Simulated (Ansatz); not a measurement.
**C5H12Cl2Si2: small, medium and large basis sets**

Aim: see how fast density functionals converge with the basis set for C5H12Cl2Si2.

The runs use Ansatz 0.2.0, Gaussian basis; one geometry, several basis sets.

The runs, in order: PBE0-D4/def2-SVP; ωB97M-V/def2-SVP; PBE0-D4/def2-QZVPP; ωB97M-V/def2-QZVPP; the functionals' def2-TZVPP values are taken from earlier runs.

### 1 Structure used throughout

An earlier PBE0-D4 in a triple-zeta def2 set relaxation fixed the geometry.

SMILES `C[SiH](C)/C=C/[Si](C)(Cl)Cl`, 21 atoms, charge 0, spin multiplicity 1.

Atoms are counted from 1 here; the program's logs count them from 0.

Bond lengths: C1–Si2 1.871 Å, C1–H10 1.093 Å, C1–H11 1.092 Å, C1–H12 1.093 Å, Si2–C3 1.871 Å, Si2–C4 1.872 Å, Si2–H13 1.491 Å, C3–H14 1.093 Å, C3–H15 1.093 Å, C3–H16 1.092 Å, C4–C5 1.338 Å, C4–H17 1.093 Å, C5–Si6 1.847 Å, C5–H18 1.090 Å, Si6–C7 1.850 Å, Si6–Cl8 2.058 Å, Si6–Cl9 2.058 Å, C7–H19 1.092 Å and more. Angles: Si2–C1–H10 110.9°, Si2–C1–H11 111.1°, Si2–C1–H12 110.8°, H10–C1–H11 108.0°, H10–C1–H12 107.8°, H11–C1–H12 108.1°, C1–Si2–C3 110.5°, C1–Si2–C4 109.9°, C1–Si2–H13 110.0°, C3–Si2–C4 109.9°, C3–Si2–H13 110.0°, C4–Si2–H13 106.4°, Si2–C3–H14 111.0°, Si2–C3–H15 110.7°, Si2–C3–H16 111.1°, H14–C3–H15 107.8°, H14–C3–H16 108.0°, H15–C3–H16 108.1° and more.

### 2 PBE0-D4 in def2-SVP

Contents of in.yaml:

```yaml
crystal:
  periodic: [false, false, false]
  atoms:
    - {symbol: C, position_ang: [-2.613429, -0.727145, -1.307997]}
    - {symbol: Si, position_ang: [-1.096834, 0.360893, -1.442525]}
    - {symbol: C, position_ang: [-0.143864, -0.030803, -3.004672]}
    - {symbol: C, position_ang: [0.000577, 0.109925, 0.053353]}
    - {symbol: C, position_ang: [0.322849, 1.081440, 0.914440]}
    - {symbol: Si, position_ang: [1.407073, 0.807926, 2.383924]}
    - {symbol: C, position_ang: [2.004413, -0.932515, 2.572468]}
    - {symbol: Cl, position_ang: [3.029662, 2.065425, 2.244705]}
    - {symbol: Cl, position_ang: [0.367224, 1.349883, 4.074597]}
    - {symbol: H, position_ang: [-2.334654, -1.783877, -1.274822]}
    - {symbol: H, position_ang: [-3.181779, -0.498676, -0.403757]}
    - {symbol: H, position_ang: [-3.271814, -0.582058, -2.168444]}
    - {symbol: H, position_ang: [-1.496747, 1.797560, -1.435463]}
    - {symbol: H, position_ang: [0.188888, -1.072304, -3.009048]}
    - {symbol: H, position_ang: [-0.768346, 0.124287, -3.888342]}
    - {symbol: H, position_ang: [0.738255, 0.606583, -3.096688]}
    - {symbol: H, position_ang: [0.401459, -0.890434, 0.233728]}
    - {symbol: H, position_ang: [-0.068624, 2.085743, 0.749446]}
    - {symbol: H, position_ang: [2.634152, -1.009138, 3.460778]}
    - {symbol: H, position_ang: [2.595041, -1.233560, 1.704379]}
    - {symbol: H, position_ang: [1.162199, -1.618556, 2.686838]}
basis:
  gaussian: {orbitals: def2-SVP}
hamiltonian: {xc: pbe0, dispersion: d4}
output: {orbitals: {seedname: orbitals}}
```

Further steps of the session: ωB97M-V in def2-SVP; PBE0-D4 in def2-QZVPP; ωB97M-V in def2-QZVPP.

Before running them: what should the planned runs give, taken together? Wanted: PBE0-D4: double and triple zeta above quadruple; ωB97M-V: double and triple zeta above quadruple.

The runs gave:

```
                                       quantity           value
PBE0-D4: double and triple zeta above quadruple  21.77, 1.57 eV
ωB97M-V: double and triple zeta above quadruple  21.97, 1.49 eV
```

What this shows: For PBE0-D4 the step from double to triple zeta gains 20.20 eV and the next only 1.57 eV. Total energies overstate the basis error of differences, where much of it tends to cancel.
